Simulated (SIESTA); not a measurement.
Ta3AsAu2O13 under changes of volume

One of the cells (16.085 Å³/atom); the others are scaled copies at fixed shape and fractional positions:

```xyz
19
Lattice="5.7618 -0.0075 -0.0041 1.3114 6.2964 0.0056 0.2776 1.3094 8.4230" Properties=species:S:1:pos:R:3 pbc="T T T"
Ta    1.8135    2.6852    4.9225
Ta    0.6146    2.0076    8.4112
Ta    4.3112    4.5695    4.2532
As    4.7893    6.7303    6.9979
Au    3.5147    0.8204    1.5659
Au    1.4588    5.7526    3.7680
O     4.9261    5.3161    5.9890
O     3.3441    1.7526    5.8631
O     6.3225    6.7869    7.7450
O     3.3895    6.7148    7.9759
O     4.5990    1.8761    0.2594
O     1.7354    1.5163    0.9331
O     1.0028    1.2337    4.1360
O     3.3982    3.0144    3.6641
O     0.9118    2.7088    6.6212
O     6.2023    3.9429    3.8439
O     4.0933    5.8162    2.9484
O     2.4546    4.7821    5.2646
O     6.6048    6.2821    1.9083
```

The cell was built by a generator and needn't be a form met in nature.

```yaml
Program: SIESTA 5.4.2
Functional: PBE
Potentials_or_basis: PseudoDojo 0.4 standard (PBE files)
Basis: DZP (energy shift 0.003 Ry; two zetas on semicore shells)
Grid_cutoff: 800 Ry
Energy_shift: 0.003 Ry
k_mesh: 5 × 5 × 4
Occupations: fermi-dirac, width 0.05 eV
Spin: no spin polarisation
```

```csv
volume (Å³/atom),energy over the lowest point (meV/atom),pressure (GPa),gap on the mesh (eV),largest force (eV/Å)
14.823,59.35,15.6,1.38,1.945
15.139,33.08,11.2,1.30,1.436
15.454,?,?,?,?
16.085,0.00,0.6,1.10,0.648
16.400,1.67,-2.2,1.03,0.571
16.716,8.63,-4.8,0.98,0.836
```

Q: What does the run at 15.454 Å³/atom give?

A: Energy over the lowest point 14.99 meV/atom; pressure 7.3 GPa; gap on the mesh 1.23 eV; largest force 1.129 eV/Å.

Worked out: A Birch-Murnaghan fit of order 3 (a polynomial in V^(-2/3)) to the other rows has its minimum at 16.15 Å³/atom with B0 = V·E''(V) = 150 GPa and B' = 4.5 at fixed shape and positions, which overstates the stiffness. It gives 15.02 meV/atom at 15.454 Å³/atom, against the run's 14.99, and -dE/dV = 7.3 GPa, against 7.3. A straight line through the other rows of the gap, of slope -3.35 eV per unit of ln V, gives 1.24 eV, against the run's 1.23.

Energies are extrapolated to zero smearing.

Caveats: short orbitals over semicore shells can move pressures by several GPa; spin-orbit coupling is left out, which moves the levels of the heavy elements; an odd mesh through Γ misses points on the zone boundary, where band edges often lie; the basis of atomic orbitals isn't converged, which shifts pressures, moduli and gaps; forces of over 1 eV/Å show positions far from the minimum, so gaps and moduli don't describe the material at rest (some runs).
